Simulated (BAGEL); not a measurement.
# triplet AlH2S2Cl: levels of theory compared

Aim: a comparison of 5 runs (UHF/STO-3G, UHF/3-21G, ROHF/6-31G*, UHF/6-31G*, ROHF/cc-pVDZ) of triplet AlH2S2Cl. 

The calculation is run with BAGEL 1.2.2.

12 further runs of the same task are left out: 12 set aside as unsound or not needed.

### Step 1. The system as given

AlH2S2Cl has 6 atoms, charge 0, and is taken as a triplet. SMILES of the parent species: `[SH][Al]([SH])[Cl]`. The coordinates come from a PBE0-D4/def2-TZVP relaxation. This is one conformer, not always the lowest. That shape belongs to the parent species and isn't relaxed for this state.

Bond lengths: S1–Al2 2.166 Å, Al2–S3 2.166 Å, Al2–Cl4 2.091 Å, S1–H5 1.345 Å, S3–H6 1.345 Å. Angles: S1–Al2–S3 119.4°, S1–Al2–Cl4 120.3°, S3–Al2–Cl4 120.3°, Al2–S1–H5 92.0°, Al2–S3–H6 92.0°.

### Step 2. A single-point energy at UHF/STO-3G (density fitting with qzvpp-jkfit) (run 1)

calc.json reads:

```json
{ "bagel": [

{
  "title": "molecule",
  "basis": "sto-3g",
  "df_basis": "qzvpp-jkfit",
  "angstrom": "true",
  "geometry": [
    { "atom": "S", "xyz": [      -0.405100,       1.744300,      -1.208200 ] },
    { "atom": "Al", "xyz": [       0.006600,      -0.011600,      -0.008000 ] },
    { "atom": "S", "xyz": [       1.212500,       0.182200,       1.781300 ] },
    { "atom": "Cl", "xyz": [      -0.753100,      -1.876800,      -0.571500 ] },
    { "atom": "H", "xyz": [      -1.135100,       1.031200,      -2.084300 ] },
    { "atom": "H", "xyz": [       1.116400,      -1.133300,       2.044500 ] }
  ]
},

{
  "title": "uhf",
  "nopen": 2
},

{
  "title": "print",
  "file": "orbitals.molden",
  "orbitals": "true"
}

]}
```

The run is started by

```sh
$ BAGEL_NUM_THREADS=1 BAGEL calc.json > calc.out
```

Output:

```text
* using 1 threads per process

  ===============================================================
  ===============================================================

  *** Geometry ***

  { "atom" : "S", "xyz" : [     -0.765528,      3.296249,     -2.283167 ] },
  { "atom" : "Al", "xyz" : [      0.012472,     -0.021921,     -0.015118 ] },
  { "atom" : "S", "xyz" : [      2.291293,      0.344308,      3.366169 ] },
  { "atom" : "Cl", "xyz" : [     -1.423153,     -3.546638,     -1.079978 ] },
  { "atom" : "H", "xyz" : [     -2.145028,      1.948686,     -3.938756 ] },
  { "atom" : "H", "xyz" : [      2.109690,     -2.141627,      3.863545 ] },

  Number of auxiliary basis functions:      548

  Since a DF basis is specified, we compute 2- and 3-index integrals:
    o Being stored without compression. Storage requirement is 0.006 GB

  Number of basis functions:       38
  Number of electrons      :       64

    * METHOD: MOLECULE                             0.23

  *** Open-shell HF ***

  === Nuclear Repulsion ===
   298.8369769250

      * DIIS with orbital gradients will be used.

  === UHF iteration (sto-3g) ===
      0      -1480.96799093          0.01416606           0.09
      1      -1481.01545979          0.00229137           0.09
      2      -1481.01865032          0.00075106           0.09
      3      -1481.01932881          0.00031086           0.09
      4      -1481.01957640          0.00011331           0.09
      5      -1481.01963304          0.00001994           0.09
      6      -1481.01963792          0.00001236           0.09
      7      -1481.01963901          0.00001541           0.09
      8      -1481.01963814          0.00000734           0.08
      9      -1481.01963895          0.00000180           0.08
     10      -1481.01963913          0.00000087           0.09
     11      -1481.01963920          0.00000043           0.08
     12      -1481.01963923          0.00000024           0.09
     13      -1481.01963924          0.00000016           0.08
     14      -1481.01963924          0.00000015           0.09
     15      -1481.01963924          0.00000015           0.09
     16      -1481.01963924          0.00000014           0.09
     17      -1481.01963924          0.00000014           0.09
     18      -1481.01963924          0.00000013           0.09
     19      -1481.01963924          0.00000012           0.09
     20      -1481.01963924          0.00000007           0.09
     21      -1481.01963924          0.00000003           0.09
     22      -1481.01963924          0.00000002           0.09
     23      -1481.01963924          0.00000001           0.09
     24      -1481.01963924          0.00000001           0.09
     25      -1481.01963924          0.00000001           0.09
     26      -1481.01963924          0.00000001           0.09
     27      -1481.01963924          0.00000001           0.09
    * SCF iteration converged.

    * S^2 (UHF) is 2.0323

    * Permanent dipole moment:
           (   -0.527402,    -1.295583,    -0.391254) a.u.

    * METHOD: UHF                                  2.60

    * METHOD: PRINT                                0.00

  ===============================================================
```

Run time: 3 s. Hardware: 1 thread of Arm Neoverse V1, shared host.

### Step 3. The energy at UHF/3-21G (density fitting with qzvpp-jkfit) (run 2)

job.json reads:

```json
{ "bagel" : [

{
  "title" : "molecule",
  "basis" : "3-21g",
  "df_basis" : "qzvpp-jkfit",
  "angstrom" : true,
  "geometry" : [
    { "atom" : "S", "xyz" : [      -0.405100,       1.744300,      -1.208200 ] },
    { "atom" : "Al", "xyz" : [       0.006600,      -0.011600,      -0.008000 ] },
    { "atom" : "S", "xyz" : [       1.212500,       0.182200,       1.781300 ] },
    { "atom" : "Cl", "xyz" : [      -0.753100,      -1.876800,      -0.571500 ] },
    { "atom" : "H", "xyz" : [      -1.135100,       1.031200,      -2.084300 ] },
    { "atom" : "H", "xyz" : [       1.116400,      -1.133300,       2.044500 ] }
  ]
},

{ "title" : "uhf", "nopen" : 2 },

{ "title" : "print", "file" : "orbitals.molden", "orbitals" : true }

]}
```

The run is started by

```sh
$ BAGEL_NUM_THREADS=1 BAGEL job.json > job.out
```

Output:

```text
* using 1 threads per process

  ===============================================================
  ===============================================================

  *** Geometry ***

  { "atom" : "S", "xyz" : [     -0.765528,      3.296249,     -2.283167 ] },
  { "atom" : "Al", "xyz" : [      0.012472,     -0.021921,     -0.015118 ] },
  { "atom" : "S", "xyz" : [      2.291293,      0.344308,      3.366169 ] },
  { "atom" : "Cl", "xyz" : [     -1.423153,     -3.546638,     -1.079978 ] },
  { "atom" : "H", "xyz" : [     -2.145028,      1.948686,     -3.938756 ] },
  { "atom" : "H", "xyz" : [      2.109690,     -2.141627,      3.863545 ] },

  Number of auxiliary basis functions:      548

  Since a DF basis is specified, we compute 2- and 3-index integrals:
    o Being stored without compression. Storage requirement is 0.014 GB

  Number of basis functions:       56
  Number of electrons      :       64

    * METHOD: MOLECULE                             0.23

  *** Open-shell HF ***

  === Nuclear Repulsion ===
   298.8369769250

      * DIIS with orbital gradients will be used.

  === UHF iteration (3-21g) ===
      0      -1490.02654711          0.01769590           0.14
      1      -1490.08590421          0.00513204           0.14
      2      -1490.09223892          0.00181072           0.14
      3      -1490.09336767          0.00047006           0.14
      4      -1490.09374169          0.00013390           0.14
      5      -1490.09381986          0.00008374           0.14
      6      -1490.09385459          0.00003693           0.13
      7      -1490.09386414          0.00002159           0.13
      8      -1490.09386767          0.00001527           0.14
      9      -1490.09386789          0.00001666           0.14
     10      -1490.09386755          0.00000873           0.14
     11      -1490.09386750          0.00000328           0.15
     12      -1490.09386756          0.00000124           0.14
     13      -1490.09386758          0.00000075           0.14
     14      -1490.09386759          0.00000051           0.14
     15      -1490.09386759          0.00000046           0.14
     16      -1490.09386759          0.00000047           0.14
     17      -1490.09386759          0.00000043           0.14
     18      -1490.09386759          0.00000040           0.14
     19      -1490.09386759          0.00000032           0.14
     20      -1490.09386759          0.00000026           0.14
     21      -1490.09386759          0.00000023           0.14
     22      -1490.09386759          0.00000008           0.14
     23      -1490.09386759          0.00000006           0.13
     24      -1490.09386759          0.00000003           0.13
     25      -1490.09386759          0.00000002           0.13
     26      -1490.09386759          0.00000002           0.13
     27      -1490.09386759          0.00000002           0.14
     28      -1490.09386759          0.00000002           0.14
     29      -1490.09386759          0.00000002           0.14
     30      -1490.09386759          0.00000001           0.13
     31      -1490.09386759          0.00000002           0.14
     32      -1490.09386759          0.00000001           0.14
     33      -1490.09386759          0.00000001           0.14
     34      -1490.09386759          0.00000001           0.14
     35      -1490.09386759          0.00000001           0.14
    * SCF iteration converged.

    * S^2 (UHF) is 2.0507

    * Permanent dipole moment:
           (   -0.249967,    -0.613970,    -0.185392) a.u.

    * METHOD: UHF                                  5.13

    * METHOD: PRINT                                0.01

  ===============================================================
```

It took 5.7 s on 1 thread of Arm Neoverse V1, shared host; peak memory 0.1 GiB.

Runs 3 to 4 aren't shown in full; the table further down has their settings and results.

### Step 4. The energy at ROHF/cc-pVDZ (density fitting with qzvpp-jkfit) (run 5)

input.json reads:

```json
{ "bagel" : [

{
  "title" : "molecule",
  "basis" : "cc-pvdz.json",
  "df_basis" : "qzvpp-jkfit",
  "angstrom" : true,
  "geometry" : [
    { "atom" : "S", "xyz" : [      -0.405100,       1.744300,      -1.208200 ] },
    { "atom" : "Al", "xyz" : [       0.006600,      -0.011600,      -0.008000 ] },
    { "atom" : "S", "xyz" : [       1.212500,       0.182200,       1.781300 ] },
    { "atom" : "Cl", "xyz" : [      -0.753100,      -1.876800,      -0.571500 ] },
    { "atom" : "H", "xyz" : [      -1.135100,       1.031200,      -2.084300 ] },
    { "atom" : "H", "xyz" : [       1.116400,      -1.133300,       2.044500 ] }
  ]
},

{
  "title" : "rohf",
  "nopen" : 2
},

{
  "title" : "print",
  "file" : "orbitals.molden",
  "orbitals" : true
}

]}
```

The basis set cc-pVDZ is read from a file made from the Basis Set Exchange's data (not shown).

The run is started by

```sh
$ BAGEL_NUM_THREADS=1 BAGEL input.json > input.out
```

Output:

```text
* using 1 threads per process

  ===============================================================
  ===============================================================

  *** Geometry ***

  { "atom" : "S", "xyz" : [     -0.765528,      3.296249,     -2.283167 ] },
  { "atom" : "Al", "xyz" : [      0.012472,     -0.021921,     -0.015118 ] },
  { "atom" : "S", "xyz" : [      2.291293,      0.344308,      3.366169 ] },
  { "atom" : "Cl", "xyz" : [     -1.423153,     -3.546638,     -1.079978 ] },
  { "atom" : "H", "xyz" : [     -2.145028,      1.948686,     -3.938756 ] },
  { "atom" : "H", "xyz" : [      2.109690,     -2.141627,      3.863545 ] },

  Number of auxiliary basis functions:      548

  Since a DF basis is specified, we compute 2- and 3-index integrals:
    o Being stored without compression. Storage requirement is 0.029 GB

  Number of basis functions:       82
  Number of electrons      :       64

    * METHOD: MOLECULE                             0.30

  *** Open-shell HF ***

  === Nuclear Repulsion ===
   298.8369769250

      * DIIS with orbital gradients will be used.

  === ROHF iteration (cc-pvdz.json) ===
      0      -1497.49772293          0.01268442           0.23
      1      -1497.56515717          0.00474819           0.22
      2      -1497.57432226          0.00182230           0.22
      3      -1497.57593751          0.00070925           0.21
      4      -1497.57632462          0.00014009           0.22
      5      -1497.57634853          0.00005895           0.22
      6      -1497.57635973          0.00002431           0.22
      7      -1497.57636114          0.00001950           0.21
      8      -1497.57636183          0.00002540           0.22
      9      -1497.57636072          0.00001330           0.21
     10      -1497.57636057          0.00000365           0.21
     11      -1497.57636060          0.00000238           0.22
     12      -1497.57636064          0.00000115           0.22
     13      -1497.57636066          0.00000089           0.23
     14      -1497.57636066          0.00000091           0.22
     15      -1497.57636066          0.00000092           0.21
     16      -1497.57636066          0.00000090           0.21
     17      -1497.57636066          0.00000094           0.22
     18      -1497.57636066          0.00000084           0.22
     19      -1497.57636066          0.00000070           0.22
     20      -1497.57636066          0.00000050           0.22
     21      -1497.57636066          0.00000032           0.22
     22      -1497.57636066          0.00000022           0.22
     23      -1497.57636066          0.00000021           0.22
     24      -1497.57636066          0.00000015           0.23
     25      -1497.57636066          0.00000013           0.22
     26      -1497.57636066          0.00000013           0.21
     27      -1497.57636066          0.00000013           0.22
     28      -1497.57636066          0.00000012           0.23
     29      -1497.57636066          0.00000013           0.22
     30      -1497.57636066          0.00000013           0.23
     31      -1497.57636066          0.00000012           0.23
     32      -1497.57636066          0.00000013           0.23
     33      -1497.57636066          0.00000011           0.22
     34      -1497.57636066          0.00000009           0.22
     35      -1497.57636066          0.00000007           0.22
     36      -1497.57636066          0.00000005           0.22
     37      -1497.57636066          0.00000004           0.22
     38      -1497.57636066          0.00000005           0.23
     39      -1497.57636066          0.00000003           0.23
     40      -1497.57636066          0.00000001           0.22
     41      -1497.57636066          0.00000001           0.23
     42      -1497.57636066          0.00000001           0.22
    * SCF iteration converged.

    * S^2 (ROHF) is 2.0000

    * Permanent dipole moment:
           (   -0.280189,    -0.688115,    -0.207801) a.u.

    * METHOD: ROHF                                 9.71

    * METHOD: PRINT                                0.02

  ===============================================================
```

It took 10 s on 1 thread of Arm Neoverse V1, shared host; peak memory 0.14 GiB.

### Step 5. The series

```tsv
run	level	energy (Eh)	dipole moment (D)	⟨S²⟩	wall time
1	UHF/STO-3G (density fitting with qzvpp-jkfit)	-1481.019639	3.69	2.032	3 s
2	UHF/3-21G (density fitting with qzvpp-jkfit)	-1490.093868	1.75	2.051	5.7 s
3	ROHF/6-31G* (density fitting with qzvpp-jkfit, spherical functions)	-1497.495699	1.92	2.000	9 s
4	UHF/6-31G* (density fitting with qzvpp-jkfit, spherical functions)	-1497.504152	2.03	2.049	8.7 s
5	ROHF/cc-pVDZ (density fitting with qzvpp-jkfit)	-1497.576361	1.96	2.000	10 s
```

### Step 6. Summary of results

```
            quantity           value
 run 5: total energy  -1497.57636 Eh
run 5: dipole moment          1.96 D
         run 5: ⟨S²⟩           2.000
```

In words: The dipole moment (its size) runs from 1.75 D (UHF/3-21G) to 3.69 D (UHF/STO-3G). In run 1 the basis is minimal, so the values are rough. All runs together took 37 s, the longest 10 s.
